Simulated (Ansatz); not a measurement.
**GaPHCl+ (quartet): from Hartree-Fock to the top rungs, cc-pVDZ**

Aim: climb from Hartree-Fock through coupled cluster for GaPHCl+ (quartet) at one geometry and basis, and see what each rung misses.

Method: cc-pVDZ, core rule «outside noble gas», up to 24 orbitals frozen; program: Ansatz 0.2.0, Gaussian basis.

The runs, in order: UHF; CCSD(T) on ROHF; CCSD(T) on UHF; BCCD(T) on ROHF; CISD as a restricted active space (open shells left free, so some higher excitations enter); CCSDT(Q) on ROHF; CCSDT(Q) on UHF.

4 further runs of the same task are left out: 1 for a known fault of the program, 3 set aside as unsound or not needed. Runs told in other sessions of the task aren't counted.

## Step 1: What is computed

The geometry is a PBE0/def2-TZVP stationary point (not a proven minimum) of the parent state, kept for this charge and spin. No spin-orbit coupling is included. The filled d shell of Ga may be among the frozen orbitals whatever the setting's name suggests.

4 atoms, charge 1, spin multiplicity 4.

Atoms are counted from 1 here; the program's logs count them from 0.

Bond lengths: Cl1–Ga2 2.156 Å, Ga2–P3 2.315 Å, Ga2–H4 1.561 Å. Angles: Cl1–Ga2–P3 115.3°, Cl1–Ga2–H4 115.3°, P3–Ga2–H4 129.4°.

Coordinates:

```xyz
4

Cl    0.0000   -0.6272    1.7774
Ga    0.0000    0.5669   -0.0177
P     0.0000   -0.6270   -2.0013
H     0.0000    2.1115    0.2083
```

## Step 2: UHF

Input file in.yaml:

```yaml
crystal:
  periodic: [false, false, false]
  atoms:
    - {symbol: Cl, position_ang: [0.000000, -0.627156, 1.777412]}
    - {symbol: Ga, position_ang: [0.000000, 0.566923, -0.017738]}
    - {symbol: P, position_ang: [0.000000, -0.627024, -2.001300]}
    - {symbol: H, position_ang: [0.000000, 2.111491, 0.208287]}
basis:
  gaussian: {orbitals: cc-pVDZ}
total_charge: 1
magnetization: {spin_polarized: true, initial_magnetization: 3}
hamiltonian: {xc: hf}
output: {orbitals: {seedname: orbitals}}
```

Launch:

```console
ansatz run in.yaml --threads 1 --pin off --events-out ev --progress --plain --max-ram 2560MiB --backend cpu
```

The runs that follow: CCSD(T) on ROHF; CCSD(T) on UHF; BCCD(T) on ROHF; CISD as a restricted active space (open shells left free, so some higher excitations enter); CCSDT(Q) on ROHF; CCSDT(Q) on UHF.

Q: Predict the results of all the runs planned. Wanted: UCCSDT(Q) from the RHF energy; RMP2 from UCCSDT(Q); UMP2 from UCCSDT(Q); RCCSD from UCCSDT(Q); RCCSD(T) from UCCSDT(Q); UCCSD(T) from UCCSDT(Q); RCCSDT(Q) from UCCSDT(Q); T1 diagnostic.

The runs gave:

```
                         quantity                      value
    UCCSDT(Q) from the ROHF energy                 -8.1920 eV
              RMP2 from UCCSDT(Q)              +132.8 kJ/mol
              UMP2 from UCCSDT(Q)              +131.0 kJ/mol
             RCCSD from UCCSDT(Q)               +27.6 kJ/mol
          RCCSD(T) from UCCSDT(Q)                +6.1 kJ/mol
          UCCSD(T) from UCCSDT(Q)                +5.9 kJ/mol
         RCCSDT(Q) from UCCSDT(Q)                +0.5 kJ/mol
levels within 1 kcal/mol (43 meV)  RCCSDT, UCCSDT, RCCSDT(Q)
                    T1 diagnostic                      0.034
```

RCCSD(T) misses by +6.1 kJ/mol, 0.8 % of the correlation energy. These misses are within one basis, not against nature; the frozen cores of restricted and unrestricted runs differ, which can shift their rows.
